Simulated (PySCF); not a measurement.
# ZrOH₂: structure of the singlet

Where does singlet ZrOH₂ go from a T-shaped (ligand arrangement 1) start, is the end point a minimum, and what are its modes, charges and moments?

Program: PySCF 2.14.0. Level of theory: PBE0, basis Zr def2-TZVP with ECP28, O def2-TZVP, H def2-TZVP, scalar-relativistic core potentials, no spin–orbit coupling, density fitting. These are calculated values, not measurements.

## Step 1: Where the work starts

4 atoms, charge 0, spin multiplicity 1.

Bond lengths: Zr1–O2 1.840 Å, Zr1–H3 1.860 Å, Zr1–H4 1.860 Å. Angles: O2–Zr1–H3 88.0°, O2–Zr1–H4 176.0°, H3–Zr1–H4 88.0°.

Coordinates in bohr (charge 0 multiplicity 1):
```
Zr    0.4823    0.0000   -0.0520
O    -2.9928    0.0000    0.0694
H     0.4823    0.0000    3.4629
H     3.9951    0.0000    0.0707
```

## Step 2: Relaxing the singlet from the T-shaped (ligand arrangement 1) start

One driver script runs all steps and calls PySCF; scf.py shows how it sets up the SCF of each step. The optimiser is the driver's own. Before each start the driver seeks the lowest SCF state from one or more starting densities and follows internal instabilities, so scf.py alone need not reach the same state.

The program finds Cs symmetry in the start, which this walk keeps.

scf.py

```python
from pyscf import gto, scf, dft
mol = gto.M(atom='''
Zr     0.255197     0.000000    -0.027492
O     -1.583703     0.000000     0.036708
H      0.255197     0.000000     1.832508
H      2.114097     0.000000     0.037408''',
    basis={'Zr': 'def2-TZVP', 'O': 'def2-TZVP', 'H': 'def2-TZVP'},
    ecp={'Zr': 'def2-TZVP'},
    charge=0, spin=0)
mf = dft.RKS(mol, xc='PBE0')
mf.grids.atom_grid = (50, 194)
aux = {'Zr': 'def2-universal-JKFIT', 'O': 'def2-universal-JKFIT', 'H': 'def2-universal-JKFIT'}
mf = mf.density_fit(auxbasis=aux)
mf.kernel()
```

Further steps of the session: Frequencies; Following the imaginary mode; Vibrations and properties at this point.

Before running it: what results should come out? Wanted: minimum; geometry; wavenumbers; dipole moment; highest occupied, lowest empty level; polar-tensor charge of Zr1; zero-point energy; atomisation energy.

As calculated:

```
                                 quantity                                                               value
                                  minimum                                                         singlet, Cs
                                 geometry  Zr–H 1.871 Å (×2), Zr–O 1.722 Å; H–Zr–H 111.7°, H–Zr–O 105.4° (×2)
                       wavenumbers (cm⁻¹)      428 (a'), 513 (a''), 595 (a'), 997 (a'), 1624 (a''), 1661 (a')
                            dipole moment                                                              5.52 D
     highest occupied, lowest empty level                                                     -7.79, -2.69 eV
               polar-tensor charge of Zr1                                                             +1.70 e
                        zero-point energy                                                         34.8 kJ/mol
                      entropy at 298.15 K                                                     263.7 J/(mol K)
atomisation energy (no zero-point energy)                                                         1315 kJ/mol
```

**Reading.** The T-shaped (ligand arrangement 1) start (Cs) ends in a minimum of Cs symmetry, after a stop at a saddle point 24.7 kJ/mol higher, from which it was pushed off along an imaginary mode. The strongest infrared band lies at 1624 cm⁻¹ (a'', stretch). With 5.5 D the molecule is strongly polar. Only this shape and spin were tried, so other structures or states may lie lower.
